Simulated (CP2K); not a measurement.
The system is HfIn4SiO6.

```xyz
12
Lattice="5.2774 0.0000 0.0000 -2.6387 4.5704 0.0000 0.0000 0.0000 10.5590" Properties=species:S:1:pos:R:3 pbc="T T T"
Hf    2.6387    1.5234    0.0000
In    0.0000    0.0000    3.2148
In    0.0000    0.0000    7.3442
In    0.0000    3.0469    8.3331
In    0.0000    3.0469    2.2260
Si    0.0000    0.0000    0.0000
O     3.2747    3.2219    9.5002
O     1.4858    0.1234    1.0589
O     0.8498    1.2250    9.5002
O     2.0027    3.2219    1.0589
O     3.7916    0.1234    9.5002
O     4.4277    1.2250    1.0589
```

The cell was built by a generator and needn't be a form met in nature.

Base run:

```yaml
Program: CP2K 2026.2
Functional: RPBE
Potentials_or_basis: POTENTIAL_UZH Hf GTH-PBE-q12, In GTH-PBE-q13, Si GTH-PBE-q4, O GTH-PBE-q6; TZVP-MOLOPT-PBE-GTH basis
Density_cutoff: 13606 eV
k_mesh: 6 × 6 × 3
Occupations: fermi-dirac, width 0.05 eV
Spin: no spin polarisation
```

Its results: pressure 1.2 GPa; largest force 0.299 eV/Å.

Question: The run is repeated on the same cell with these changes: functional from RPBE to PBEsol. What comes out?

Answer: Pressure -2.8 GPa; largest force 0.347 eV/Å.

PBEsol binds more tightly than RPBE, so the same cell stands under less pressure.

Caveats: the potentials were made for another functional, which shifts forces and pressure; the basis of atomic orbitals isn't converged, which shifts pressures, moduli and gaps.
